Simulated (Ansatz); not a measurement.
Crystal: MnS.

```
CELL_PARAMETERS angstrom
2.61225 2.61225 5.22450
2.61225 -2.61225 0.00000
2.61225 2.61225 0.00000
ATOMIC_POSITIONS crystal
Mn 0.00000 0.00000 0.00000
Mn 0.50000 0.50000 0.00000
S 0.50000 0.00000 0.50000
S 0.00000 0.50000 0.50000
```

The cell isn't the ideal one: another cell of the same crystal, with 4 atoms.

Base run:

```yaml
Program: Ansatz 0.2.0
Functional: PBEsol
Potentials_or_basis: Ansatz PAW
Cutoff: 420 eV
Density_cutoff: 1680 eV
k_mesh: 6 × 6 × 6
Occupations: gaussian, width 0.05 eV
Spin: collinear spin, antiferromagnetic start
Starting_moments: "[4.0, -4.0, 0.0, 0.0] μB"
Hubbard_terms: Mn d U = 4 eV
```

Its results: band gap on the k mesh 0.77 eV; pressure -0.2 GPa; net moment 0.00 μB per cell; site moments Mn +4.48, -4.48; S -0.04, +0.04 μB.

Task: The run is repeated on the same cell with these changes: functional from PBEsol to PBE; hubbard terms from Mn d U = 4 eV to Mn d U = 3 eV. What comes out?

Result: Band gap on the k mesh 0.79 eV; pressure 2.4 GPa; net moment 0.00 μB per cell; site moments Mn +4.45, -4.45; S -0.04, +0.04 μB.

Several settings changed at once, so the effect can't be laid on one alone.

Caveats: the magnetic or orbital state may not be the lowest; the PAW data sets come from PBE, with cores solved anew for the run's functional, which leaves a small shift of forces and pressure (some runs).

A k mesh can miss the band edges.

Not every run made on this cell is shown here.
